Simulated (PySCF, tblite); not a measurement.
**C₃H₉BN₂O: geometry, infrared bands and NMR shifts**

Aim: predict the infrared bands and NMR shifts of C₃H₉BN₂O (`C/C=C/OB(N)N`).

The runs use tblite 0.8.0 and PySCF 2.14.0, with density-fitted response routines of our own; the level of theory stands in each step. All values are computed, except where a source is named. Atoms are numbered from 0 throughout.

## 1. The molecule as given

16 atoms, charge 0, multiplicity 1; geometry from: force field or distance geometry start.

Bonds of the start (Å): C0–C1 1.51, C1–C2 1.31, C2–O3 1.38, O3–B4 1.49, B4–N5 1.52, B4–N6 1.52, C0–H7 1.11, C0–H8 1.11, C0–H9 1.10, C1–H10 1.08, C2–H11 1.09, N5–H12 1.06, N5–H13 1.05, N6–H14 1.02, N6–H15 1.04.

## 2. Optimising the geometry with GFN2-xTB

The job: settings as JSON, then the geometry in Å.

```
{"job": {"kind": "relax", "xc": "GFN2-xTB", "basis": "xTB"}, "charge": 0, "multiplicity": 1}
C      2.921800    -0.068900     0.130000
C      1.460200     0.293600     0.151500
C      0.704800    -0.294200     1.044600
O     -0.646200    -0.074300     1.195800
B     -1.635100     0.024700     0.087000
N     -2.483100    -1.207200    -0.209600
N     -2.123100     1.443200    -0.166100
H      3.307900    -0.309200     1.147800
H      3.470100     0.840200    -0.193300
H      3.121500    -0.868200    -0.597000
H      1.035200     1.012600    -0.529200
H      1.166700    -1.019600     1.718100
H     -2.015600    -2.054700     0.210700
H     -3.403000    -1.161000     0.289800
H     -1.732900     1.918900    -0.979200
H     -3.156800     1.533100    -0.044800
```

On the command line:

```bash
> OMP_NUM_THREADS=1 python probes_run.py task.json out
```

This one command runs all jobs of the session in turn.

What it wrote:

```text
step      E/eV     max force
  0    -602.57356    2.381
  1    -602.95204    1.875
  2    -603.30855    1.518
  3    -603.38787    1.234
  4    -603.44158    0.724
  5    -603.53962    0.820
  6    -603.58696    0.637
  7    -603.64076    0.563
  8    -603.68013    0.589
  9    -603.73418    0.634
 10    -603.79869    0.706
 11    -603.83917    1.028
 12    -603.87428    0.793
 13    -603.90158    0.391
 14    -603.93151    0.429
 15    -603.96446    0.617
 16    -604.00467    0.606
 17    -604.04812    0.586
 18    -604.08490    0.433
 19    -604.11485    0.438
 20    -604.14135    0.491
 21    -604.14382    1.142
 22    -604.17549    0.365
 23    -604.18736    0.254
 24    -604.20018    0.278
 25    -604.20668    0.265
 26    -604.21783    0.221
 27    -604.22335    0.165
 28    -604.23007    0.209
 29    -604.23646    0.277
 30    -604.24452    0.305
 31    -604.25186    0.495
 32    -604.25981    0.234
 33    -604.26860    0.198
 34    -604.27567    0.235
 35    -604.28550    0.251
 36    -604.29590    0.262
 37    -604.30695    0.305
 38    -604.31868    0.298
 39    -604.33053    0.251
 40    -604.34117    0.253
 41    -604.35048    0.299
 42    -604.36008    0.358
 43    -604.37197    0.348
 44    -604.38348    0.306
 45    -604.39012    0.279
 46    -604.39781    0.263
 47    -604.40352    0.305
 48    -604.40752    0.258
 49    -604.41034    0.130
 50    -604.41302    0.167
 51    -604.41484    0.196
 52    -604.41805    0.171
 53    -604.42120    0.144
 54    -604.42446    0.164
 55    -604.42695    0.126
 56    -604.42931    0.129
 57    -604.43124    0.118
 58    -604.43261    0.084
 59    -604.43360    0.109
 60    -604.43467    0.083
 61    -604.43572    0.084
 62    -604.43652    0.062
 63    -604.43710    0.066
 64    -604.43772    0.074
 65    -604.43861    0.069
 66    -604.43953    0.071
 67    -604.44026    0.072
 68    -604.44093    0.066
 69    -604.44180    0.072
 70    -604.44287    0.063
 71    -604.44390    0.074
 72    -604.44464    0.053
 73    -604.44505    0.043
 74    -604.44536    0.042
 75    -604.44568    0.046
 76    -604.44596    0.077
 77    -604.44627    0.048
 78    -604.44670    0.064
 79    -604.44749    0.080
 80    -604.44838    0.086
 81    -604.44962    0.106
 82    -604.45086    0.112
 83    -604.45202    0.104
 84    -604.45284    0.081
 85    -604.45345    0.056
 86    -604.45393    0.040
 87    -604.45431    0.040
 88    -604.45465    0.047
 89    -604.45493    0.042
 90    -604.45516    0.032
 91    -604.45535    0.029
 92    -604.45549    0.033
 93    -604.45558    0.023
 94    -604.45564    0.022
 95    -604.45571    0.020
 96    -604.45578    0.022
 97    -604.45586    0.021
 98    -604.45592    0.017
 99    -604.45597    0.017
100    -604.45602    0.016
101    -604.45607    0.015
102    -604.45610    0.013
103    -604.45612    0.009
```

It took 0.88 s on 1 thread of Arm Neoverse N1, shared host; peak memory 0.18 GiB.

Along the way: (not every step is listed)

```csv
step,energy from step 0 (eV),largest force (eV/Å)
0,0.0000,2.3815
1,-0.3785,1.8746
2,-0.7350,1.5181
3,-0.8143,1.2338
4,-0.8680,0.7244
5,-0.9661,0.8202
6,-1.0134,0.6375
7,-1.0672,0.5634
8,-1.1066,0.5892
17,-1.4746,0.5858
26,-1.6443,0.2208
35,-1.7119,0.2510
44,-1.8099,0.3057
53,-1.8476,0.1440
62,-1.8630,0.0620
71,-1.8703,0.0744
80,-1.8748,0.0860
89,-1.8814,0.0418
98,-1.8824,0.0166
99,-1.8824,0.0172
100,-1.8825,0.0156
101,-1.8825,0.0149
102,-1.8825,0.0127
103,-1.8826,0.0090
```

Distances of close pairs at the start and the end, largest changes first:

```csv
bond,before (Å),after (Å),change (Å)
B4–N5,1.525,1.409,-0.115
B4–N6,1.521,1.413,-0.108
O3–B4,1.489,1.382,-0.107
N5–H12,1.055,1.002,-0.053
N5–H13,1.048,1.002,-0.046
N6–H15,1.045,1.002,-0.043
C0–H7,1.115,1.087,-0.028
C2–O3,1.377,1.350,-0.027
```

The end geometry stands in the next job.

## 3. Harmonic vibrations with GFN2-xTB

The job: settings as JSON, then the geometry in Å.

```
{"job": {"kind": "ir", "xc": "GFN2-xTB", "basis": "xTB"}, "charge": 0, "multiplicity": 1}
C      2.815726     0.340612     0.057895
C      1.364454    -0.005571    -0.016918
C      0.671284    -0.486709     1.006578
O     -0.624222    -0.866795     1.007828
B     -1.657855    -0.266722     0.313608
N     -2.844697    -1.020135     0.213087
N     -1.575933     1.037340    -0.224170
H      3.206074     0.157504     1.055870
H      2.972633     1.390689    -0.190026
H      3.386103    -0.254642    -0.655323
H      0.881170     0.139318    -0.972685
H      1.147933    -0.670122     1.965880
H     -2.910879    -1.945841     0.590988
H     -3.696021    -0.679678    -0.190156
H     -0.781658     1.631948    -0.075599
H     -2.361713     1.507747    -0.630784
```

What it wrote:

```text
mode    cm-1     km/mol
  1      66.8      0.90
  2     100.3      1.87
  3     121.5      0.34
  4     174.3      1.34
  5     250.6     20.05
  6     275.5      0.01
  7     294.1      2.60
  8     318.7     22.13
  9     366.7    370.83
 10     392.5      1.08
 11     420.3      0.32
 12     478.0     34.94
 13     505.1     57.01
 14     615.8     17.11
 15     730.6      2.63
 16     769.5      2.22
 17     808.7     15.20
 18     862.2     16.23
 19     957.0      4.89
 20     994.4     15.78
 21    1044.3      0.21
 22    1128.7      0.53
 23    1175.4     94.17
 24    1255.3    139.49
 25    1261.5    611.17
 26    1313.3     74.36
 27    1367.5    303.31
 28    1406.0      3.83
 29    1483.7      3.91
 30    1493.2      2.48
 31    1522.1    219.66
 32    1524.8    103.69
 33    1725.4    111.41
 34    2986.9     38.01
 35    2999.2     51.82
 36    3004.7     45.54
 37    3039.9     28.74
 38    3079.9     60.96
 39    3532.7      1.71
 40    3544.7      3.63
 41    3578.1      0.32
 42    3590.9      1.30
```

It took 0.65 s on 1 thread of Arm Neoverse N1, shared host; peak memory 0.18 GiB.

The strongest bands and the atoms that carry them (share of the mass-weighted mode):

```csv
cm⁻¹,km/mol,atoms
367,370.8,"H15 42 %, H13 22 %, N6 11 %, H14 11 %"
1175,94.2,"C2 29 %, O3 24 %, B4 15 %"
1255,139.5,"H10 54 %, B4 16 %"
1262,611.2,"B4 32 %, O3 19 %, C2 11 %"
1368,303.3,B4 63 %
1522,219.7,"H13 35 %, H12 33 %, N5 16 %"
1525,103.7,"H14 37 %, H15 36 %, N6 13 %"
1725,111.4,"C1 47 %, C2 46 %"
```

## 4. NMR shieldings: PBE0/pcSseg-1

Same as in step 3 but for these lines:

```diff
@@ -1,2 +1,2 @@
-{"job": {"kind": "ir", "xc": "GFN2-xTB", "basis": "xTB"}, "charge": 0, "multiplicity": 1}
+{"job": {"kind": "nmr", "xc": "PBE0", "basis": "pcSseg-1"}, "charge": 0, "multiplicity": 1}
 C      2.815726     0.340612     0.057895
```

Level: GIAO PBE0/pcSseg-1 NMR shielding, non-relativistic, gas phase.

What it wrote:

```text
coarse grid: 13136 points
cycle   1  E = -328.8496563562  dE =  9.523e-01  |g| = 7.289e-01  |ddm| = 3.413e+00
cycle   2  E = -328.7967706674  dE =  5.289e-02  |g| = 9.207e-01  |ddm| = 1.205e+00
cycle   3  E = -328.9570854960  dE = -1.603e-01  |g| = 1.084e-01  |ddm| = 7.383e-01
cycle   4  E = -328.9589826618  dE = -1.897e-03  |g| = 4.365e-02  |ddm| = 9.767e-02
cycle   5  E = -328.9593380709  dE = -3.554e-04  |g| = 1.498e-02  |ddm| = 4.085e-02
cycle   6  E = -328.9593924096  dE = -5.434e-05  |g| = 3.223e-03  |ddm| = 1.426e-02
cycle   7  E = -328.9593945839  dE = -2.174e-06  |g| = 9.959e-04  |ddm| = 2.682e-03
final grid: 126376 points
cycle   8  E = -329.0034507934  dE = -4.072e-05  |g| = 1.202e-02  |ddm| = 3.322e-02
cycle   9  E = -329.0034257953  dE =  2.500e-05  |g| = 1.675e-02  |ddm| = 1.712e-02
cycle  10  E = -329.0034789529  dE = -5.316e-05  |g| = 2.077e-03  |ddm| = 1.075e-02
cycle  11  E = -329.0034798652  dE = -9.123e-07  |g| = 3.120e-04  |ddm| = 1.848e-03
cycle  12  E = -329.0034798813  dE = -1.619e-08  |g| = 1.663e-04  |ddm| = 3.388e-04
cycle  13  E = -329.0034798881  dE = -6.733e-09  |g| = 3.119e-05  |ddm| = 1.472e-04
cycle  14  E = -329.0034798883  dE = -2.176e-10  |g| = 1.015e-05  |ddm| = 3.059e-05
converged SCF energy = -329.0034798883

GIAO shielding tensors (ppm)
atom      isotropic    diamagn.    paramagn.     s11        s22        s33       span
  0 C      170.740     245.987     -75.247    158.468    166.548    187.202     28.734
  1 C       75.972     261.842    -185.870    -25.192     93.494    159.614    184.806
  2 C       35.871     250.907    -215.037    -66.695     80.515     93.792    160.488
  3 O      192.169     395.085    -202.916    126.259    153.017    297.231    170.972
  4 B       80.331     195.353    -115.022     55.978     86.472     98.542     42.565
  5 N      218.486     316.470     -97.984    187.571    204.930    262.957     75.385
  6 N      222.934     320.162     -97.228    190.806    217.657    260.338     69.532
  7 H       30.180      28.909       1.272     26.624     29.097     34.819      8.196
  8 H       29.964      28.669       1.294     25.388     28.274     36.229     10.841
  9 H       29.884      27.848       2.036     25.409     27.635     36.609     11.201
 10 H       26.436      36.491     -10.055     23.269     25.060     30.980      7.711
 11 H       25.212      31.752      -6.540     21.941     25.595     28.101      6.160
 12 H       29.887      31.053      -1.166     23.498     26.894     39.269     15.771
 13 H       30.209      30.405      -0.197     23.792     27.731     39.104     15.311
 14 H       29.740      34.739      -5.000     22.318     28.679     38.222     15.904
 15 H       30.168      32.192      -2.024     23.927     27.559     39.019     15.091
```

Wall time 42 s (1 thread of Arm Neoverse N1, shared host); peak memory 0.73 GiB.

Shifts follow as δ = σ(reference) − σ, with reference shieldings (ppm) from runs at the same level and on the same kind of geometry: ¹H TMS 31.72, ¹³C TMS 186.9, ¹⁵N NH3 267.7, ¹⁷O H2O 336.1, ¹¹B BF3·OEt2 100.1. The references are single molecules in the gas phase, so shifts against H2O, NH3, PH3, H3PO4 or CFCl3 are not on the usual liquid scales and can be off by tens of ppm. Atoms listed in one row are averaged.

```csv
atoms,environment,σ (ppm),δ (ppm),δ scaled to CDCl3
C2,alkene carbon bearing oxygen,35.9,151.1,145.5
C1,β carbon of an enol-ether or enamine type C=C,76.0,111.0,106.4
C0,allylic methyl carbon,170.7,16.2,13.9
H11,hydrogen on an alkene carbon bearing oxygen,25.21,6.50,6.24
H10,hydrogen on a β carbon of an enol-ether or enamine type C=C,26.44,5.28,5.08
"H12, H13, H14, H15",hydrogen on a nitrogen bonded to B,30.00,1.72,–
"H7, H8, H9",hydrogen on an allylic methyl carbon,30.01,1.71,1.72
O3,"oxygen bonded to C, B",192.2,143.9,–
B4,"boron bonded to 2 N, O",80.3,19.7,–
"N5, N6","nitrogen bonded to B, 2 H",220.7,47.0,–
```

The scaled column applies a straight-line fit of computed shieldings to shifts measured in CDCl3 (root-mean-square error 0.16 ppm for H, 1.9 ppm for C).

Charges from the same density, by scheme (e):

```csv
atoms,Mulliken,IAO,Hirshfeld,ESP fit
C0,-0.21,-0.42,-0.12,-0.49
C1,-0.34,-0.23,-0.08,-0.09
C2,0.19,0.05,0.02,-0.05
O3,-0.49,-0.39,-0.17,-0.40
B4,0.57,0.43,0.22,0.88
"N5, N6",-0.50,-0.62,-0.28,-1.12
```

Mayer bond orders: C0–C1 1.05, C1–C2 1.87, C2–O3 0.98, O3–B4 1.02, B4–N5 1.21, B4–N6 1.17.

The fields below are evaluated on a grid from the run's orbitals.

Frontier orbitals at PBE0/pcSseg-1, with the share of their density that lies nearest to each atom:

```csv
orbital,energy (eV),lies on
HOMO,-6.32,C1 33 %; C2 22 %; O3 21 %
LUMO,1.03,"C1, C2 about 29 % each; H10, H11 about 9 % each"
```

ELF in a plane through or near 7 of the atoms.

Values, 10 rows by 14 columns:
```
0.00 0.00 0.00 0.00 0.00 0.00 0.00 0.00 0.00 0.00 0.00 0.00 0.00 0.00
0.00 0.00 0.00 0.00 0.00 0.00 0.00 0.00 0.00 0.01 0.00 0.00 0.00 0.00
0.00 0.00 0.00 0.03 0.02 0.00 0.00 0.26 0.09 0.93 0.73 0.00 0.00 0.00
0.00 0.00 0.15 1.00 0.93 0.04 0.02 0.95 0.63 0.96 0.50 0.00 0.00 0.00
0.00 0.00 0.08 0.95 0.83 0.50 0.49 0.12 0.75 0.59 0.03 0.47 0.01 0.00
0.00 0.00 0.14 0.95 0.74 0.54 0.87 0.40 0.55 0.46 0.81 0.66 0.05 0.00
0.00 0.00 0.19 0.99 0.62 0.31 0.22 0.70 0.73 0.20 0.75 0.21 0.01 0.00
0.00 0.00 0.00 0.04 0.00 0.59 0.60 0.29 0.70 0.01 0.42 0.05 0.00 0.00
0.00 0.00 0.00 0.00 0.00 0.02 0.02 0.00 0.01 0.00 0.00 0.00 0.00 0.00
0.00 0.00 0.00 0.00 0.00 0.00 0.00 0.00 0.00 0.00 0.00 0.00 0.00 0.00
```
The map spans 12.7 Å across and 9.1 Å up, centred on the molecule. Atoms in the plane (x, y in Å): C2 (-0.6, -0.9), O3 (0.7, -1.1), B4 (1.7, -0.1), N6 (1.4, 1.3), H7 (-3.2, -0.7), H8 (-3.1, 1.1), H15 (2.2, 1.9).

On the surface of density 0.002 e/bohr³ the electrostatic potential runs, from the 1st to the 99th percentile, from -1.28 V near O3 to 1.56 V near H15.

## 5. Summary of results

| quantity | value |
| --- | --- |
| strongest single infrared mode (GFN2-xTB) | 1262 cm⁻¹, 611 km/mol |
| zero-point energy (GFN2-xTB) | 80.9 kcal/mol |
| ¹³C shifts against TMS (PBE0/pcSseg-1) | 151.1, 111.0, 16.2 ppm |
| ¹H shifts against TMS (PBE0/pcSseg-1, means over atoms taken as alike) | 6.50, 5.28, 1.72, 1.71 ppm |
| ¹⁷O shifts against H2O (PBE0/pcSseg-1) | 143.9 ppm |
| ¹¹B shifts against BF3·OEt2 (PBE0/pcSseg-1) | 19.7 ppm |
| ¹⁵N shifts against NH3 (PBE0/pcSseg-1, means over atoms taken as alike) | 47.0 ppm |
| surface potential, 1st and 99th percentile | -1.28 V and 1.56 V |

**Reading.** The optimisation took 103 steps and gained 1.883 eV; among the close pairs (by a distance rule), B4–N5 changed most, from 1.525 to 1.409 Å. All 42 modes are real, so the xTB geometry is a minimum. The strongest single mode, at 1262 cm⁻¹, is spread over many atoms; the largest shares are those of B4, O3. GFN2-xTB is a fitted tight-binding method: band positions and strengths are rough. Its intensities can rank the bands wrongly. At PBE0/pcSseg-1: The widest tensor belongs to C1: span 185 ppm, with a paramagnetic part of -186 ppm.
